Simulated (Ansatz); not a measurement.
# AlFH₃Sb: up Jacob's ladder to CCSD(T)

Aim: compute AlFH₃Sb with functionals from several rungs and with coupled cluster, and see how far each lands from CCSD(T) at the basis-set limit for the atomisation energy.

Program: Ansatz 0.2.0, Gaussian basis. Level of theory: functionals in def2-TZVPP, the program's frozen cores in correlated methods. These are calculated values, not measurements.

The runs, in order: LDA (SPW92), PBE-D4, revPBE-D4, BLYP-D4, r2SCAN-D4, B97M-V, PBE0-D4, B3LYP-D4, r2SCANh-D4, r2SCAN0-D4, HSE06-D4, BHLYP-D4, CAM-B3LYP-D4, LC-ωPBE, ωB97X-V, ωB97M-V, B2PLYP, PBE-QIDH; CCSD(T)/def2-SVP; CCSD(T)/def2-TZVPP; MP2/def2-QZVPP; extrapolation to the limit; RPA on PBE.

## (1) Structure used throughout

An earlier PBE0-D4 in a triple-zeta def2 set relaxation fixed the geometry. Sb takes the def2 core potential; no spin-orbit term is included.

SMILES `[F][AlH][SbH2]`, 6 atoms, charge 0, spin multiplicity 1.

Atoms are counted from 1 here; the program's logs count them from 0.

Bond lengths: F1–Al2 1.653 Å, Al2–Sb3 2.636 Å, Al2–H4 1.582 Å, Sb3–H5 1.710 Å, Sb3–H6 1.709 Å. Angles: F1–Al2–Sb3 116.3°, F1–Al2–H4 116.4°, Sb3–Al2–H4 127.3°, Al2–Sb3–H5 88.3°, Al2–Sb3–H6 87.8°, H5–Sb3–H6 91.6°.

## (2) LDA

This LDA is Slater exchange with PW92 correlation.

Contents of in.yaml:

```yaml
crystal:
  periodic: [false, false, false]
  atoms:
    - {symbol: F, position_ang: [-1.114571, -1.632440, 1.262318]}
    - {symbol: Al, position_ang: [-0.336098, -1.039295, -0.069796]}
    - {symbol: Sb, position_ang: [1.279882, 1.003655, 0.334777]}
    - {symbol: H, position_ang: [-0.594815, -1.800718, -1.431681]}
    - {symbol: H, position_ang: [0.842128, 1.591991, -1.209922]}
    - {symbol: H, position_ang: [-0.034426, 1.812905, 1.068103]}
basis:
  gaussian: {orbitals: def2-TZVPP}
hamiltonian: {xc: lda}
output: {orbitals: {seedname: orbitals}}
```

After this run come: PBE-D4 (GGA); revPBE-D4 (GGA); BLYP-D4 (GGA); r2SCAN-D4 (meta-GGA); B97M-V (meta-GGA); PBE0-D4 (hybrid); B3LYP-D4 (hybrid); r2SCANh-D4 (hybrid); r2SCAN0-D4 (hybrid); HSE06-D4 (hybrid); BHLYP-D4 (hybrid); CAM-B3LYP-D4 (range-separated); LC-ωPBE (range-separated); ωB97X-V (range-separated); ωB97M-V (range-separated); B2PLYP (double hybrid); PBE-QIDH (double hybrid); CCSD(T) in def2-SVP; CCSD(T) in def2-TZVPP; MP2 in def2-QZVPP; RPA on PBE orbitals.

**Question.** What will the summary of the whole plan be? Wanted: atomisation energy, CCSD(T)/CBS; farthest beyond LDA; mean size of error, GGA; mean size of error, meta-GGA; mean size of error, hybrid; mean size of error, range-separated; mean size of error, double hybrid; gap, smallest and largest; T1 diagnostic.

The runs gave:

```
                               quantity                                             value
        atomisation energy, CCSD(T)/CBS                                    388.3 kcal/mol
functionals within 3.9 kcal/mol (1.0 %)  BLYP-D4, B97M-V, B3LYP-D4, CAM-B3LYP-D4, ωB97X-V
                    farthest beyond LDA                         BHLYP-D4 (-14.9 kcal/mol)
                mean size of error, GGA                                      7.4 kcal/mol
           mean size of error, meta-GGA                                      4.4 kcal/mol
             mean size of error, hybrid                                     11.0 kcal/mol
    mean size of error, range-separated                                      5.1 kcal/mol
      mean size of error, double hybrid                                     12.0 kcal/mol
              gap, smallest and largest         3.89 eV (LDA (SPW92)), 10.07 eV (LC-ωPBE)
                          T1 diagnostic                                            0.0139
triples share of the correlation energy                                             2.8 %
```

What this shows: LDA overbinds by 49.1 kcal/mol (13 %). PBE-D4 misses by -4.6 kcal/mol. Double hybrids carry the basis error of their MP2 part in triple zeta, and no dispersion term here, so their miss is partly the set-up's. By mean error the best rung here is meta-GGA (4.4 kcal/mol) and the worst beyond LDA is double hybrid (12.0 kcal/mol). The gap between the best rungs is small, so their order is not settled. The reference freezes the cores and leaves out spin-orbit coupling and excitations past (T), and its outer-core shells are covered unevenly, so misses under about 3.9 kcal/mol can't be ranked. All levels share the lack of spin-orbit coupling, which lowers the free heavy atoms and so the true binding. Hartree-Fock recovers 69 % of the binding; the rest is correlation. CCSD(T) in def2-SVP is off by -37.6 kcal/mol, so the small basis spoils what the method gains. Orbital gaps span 3.9 to 10.1 eV; exact exchange widens them. Correlated methods include outer-core shells of Sb, which these sets cover unevenly.
